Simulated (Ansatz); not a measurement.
# W2I: the cost of one run

Program: Ansatz 0.2.0. Level of theory: DFT PBE, scalar-relativistic, plane waves, PAW. These are calculated values, not measurements.

### Step 1. The system as given

The structure is orthorhombic, space group Pnnm (No. 58). Conventional cell: a = 5.270 Å, b = 6.432 Å, c = 4.015 Å, α = 90.00°, β = 90.00°, γ = 90.00°. Around W (site symmetry m) lie 1 W at 2.63 Å and 3 I at 2.65 to 2.67 Å. Around I (site symmetry 2/m) lie 6 W at 2.65 to 2.67 Å.

As a file:

```cif
data_structure
_symmetry_space_group_name_H-M 'P 1'
_symmetry_Int_Tables_number 1
_cell_length_a 5.2697
_cell_length_b 6.4316
_cell_length_c 4.0150
_cell_angle_alpha 90.000
_cell_angle_beta 90.000
_cell_angle_gamma 90.000
_cell_volume 136.08
loop_
_atom_site_label
_atom_site_type_symbol
_atom_site_fract_x
_atom_site_fract_y
_atom_site_fract_z
_atom_site_occupancy
W1 W 0.20040 0.37870 0.00000 1
W2 W 0.79960 0.62130 0.00000 1
W3 W 0.70040 0.12130 0.50000 1
W4 W 0.29960 0.87870 0.50000 1
I1 I 0.00000 0.00000 0.00000 1
I2 I 0.50000 0.50000 0.50000 1
```

(A quick probe on a coarse mesh, which set the mesh and smearing, is not shown.)

### Step 3. A loose first relaxation

input.yaml reads:

```yaml
crystal:
  lattice:
    - [5.2696788626, 0.0, 0.0]
    - [0.0, 6.4316023845, 0.0]
    - [0.0, 0.0, 4.0150385862]
  atoms:
    - { symbol: W, position: [0.2004, 0.3787, 0.0] }
    - { symbol: W, position: [0.7996, 0.6213, 0.0] }
    - { symbol: W, position: [0.7004, 0.1213, 0.5] }
    - { symbol: W, position: [0.2996, 0.8787, 0.5] }
    - { symbol: I, position: [0.0, 0.0, 0.0] }
    - { symbol: I, position: [0.5, 0.5, 0.5] }
basis:
  ecutwfc: 420
kpoints:
  mp_grid: { grid: [4, 4, 4] }
hamiltonian:
  xc: pbe
scf:
  occupations: { method: gaussian, width: 0.1 }
  lower_state_search: "off"
output:
  forces: true
  stress: true
  eigenvalues: true
relax:
  adjacent_minimum: "off"
  f_tol: 0.04
  max_steps: 70
  cell: { stress_tol: 0.4 }
```

The run is started by

```
$ ansatz run input.yaml --threads 1 --pin off --max-ram 2560MiB --backend cpu --events-out ev --progress --plain --runs-dir out
```

**Question.** How long does this run take on 1 thread of Arm Neoverse V2, shared host, and how much memory does it need?

About 6.3 min, with a peak of 0.48 GiB.
